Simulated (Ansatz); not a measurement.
VWC2:

```
CELL_PARAMETERS angstrom
1.51704 0.87586 4.93389
-1.51704 0.87586 4.93389
0.00000 -1.75173 4.93389
ATOMIC_POSITIONS crystal
W 0.00000 0.00000 0.00000
V 0.50000 0.50000 0.50000
C 0.24649 0.24649 0.24649
C 0.75351 0.75351 0.75351
```

The cell comes from a database or a generator and needn't be the stable form of this composition.

Base run:

| Property | Result |
| --- | --- |
| Program | Ansatz 0.2.0 |
| Functional | LDA |
| Potentials or basis | Ansatz PAW |
| Cutoff | 420 eV (not typed: the program's choice for these potentials) |
| k mesh | 10 × 10 × 10 |
| Occupations | gaussian, width 0.1 eV |
| Spin | collinear spin, ferromagnetic start |
| Starting moments | [0.0, 2.0, 0.0, 0.0] μB |

Its results: band gap on the k mesh none (metal or under the smearing width); pressure -16.9 GPa; net moment 0.00 μB per cell; largest force 0.140 eV/Å.

The run is repeated on the same cell with these changes: functional from LDA to PBEsol; occupations from gaussian, width 0.1 eV to gaussian, width 0.02 eV. What comes out?

Band gap on the k mesh none (metal or under the smearing width); pressure -10.7 GPa; net moment 0.00 μB per cell; largest force 0.104 eV/Å.

Caveats: the PAW data sets come from PBE, with cores solved anew for the run's functional, which leaves a small shift of forces and pressure; the starting moments weren't kept; so large a pressure means that the cell lies far from this level's equilibrium, or that cutoff or potentials fall short (some runs).
